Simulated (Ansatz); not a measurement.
**BrFHSi radical: small, medium and large basis sets**

An exercise on one series of results from a longer session: the logs are not shown, and one member is left open.

Computed with Ansatz 0.2.0, Gaussian basis. Level: one geometry, several basis sets.

The runs, in order: PBE0-D4/def2-SVP; ωB97M-V/def2-SVP; PBE0-D4/def2-QZVPP; ωB97M-V/def2-QZVPP; the functionals' def2-TZVPP values are taken from earlier runs.

### The geometry

The geometry comes from an earlier relaxation with PBE0-D4 in a triple-zeta def2 set; it is a stationary point.

SMILES `F[SiH]Br`, 4 atoms, charge 0, spin multiplicity 2.

Atoms are counted from 1 here; the program's logs count them from 0.

Bond lengths: F1–Si2 1.596 Å, Si2–Br3 2.211 Å, Si2–H4 1.491 Å. Angles: F1–Si2–Br3 108.9°, F1–Si2–H4 107.1°, Br3–Si2–H4 108.5°.

The first run:

in.yaml reads:

```yaml
crystal:
  periodic: [false, false, false]
  atoms:
    - {symbol: F, position_ang: [-1.077513, -0.285429, 1.078260]}
    - {symbol: Si, position_ang: [-0.289773, -0.254662, -0.309788]}
    - {symbol: Br, position_ang: [1.852229, -0.643657, 0.073702]}
    - {symbol: H, position_ang: [-0.429443, 1.123449, -0.862475]}
basis:
  gaussian: {orbitals: def2-SVP}
magnetization: {spin_polarized: true, initial_magnetization: 1}
hamiltonian: {xc: pbe0, dispersion: d4}
output: {orbitals: {seedname: orbitals}}
```

Among the steps run: PBE0-D4 in def2-SVP; ωB97M-V in def2-SVP; PBE0-D4 in def2-QZVPP; ωB97M-V in def2-QZVPP.

One table of the session follows, with a row left open; its other results are not shown here.

It belongs to the step «Functionals by basis». 

| functional | basis | HOMO (eV) | LUMO (eV) |
| --- | --- | --- | --- |
| PBE0-D4 | def2-SVP | -6.75 | -3.03 |
| PBE0-D4 | def2-TZVPP | -6.82 | -3.02 |
| PBE0-D4 | def2-QZVPP | -6.85 | -3.06 |
| ωB97M-V | def2-SVP | ? | ? |
| ωB97M-V | def2-TZVPP | -8.60 | -1.42 |
| ωB97M-V | def2-QZVPP | -8.63 | -1.48 |

**Question.** Estimate the row for ωB97M-V, def2-SVP.

**Answer.** HOMO (eV): -8.50; LUMO (eV): -1.35. In the column «HOMO (eV)» it lies between ωB97M-V, def2-TZVPP (-8.60) and PBE0-D4, def2-QZVPP (-6.85).
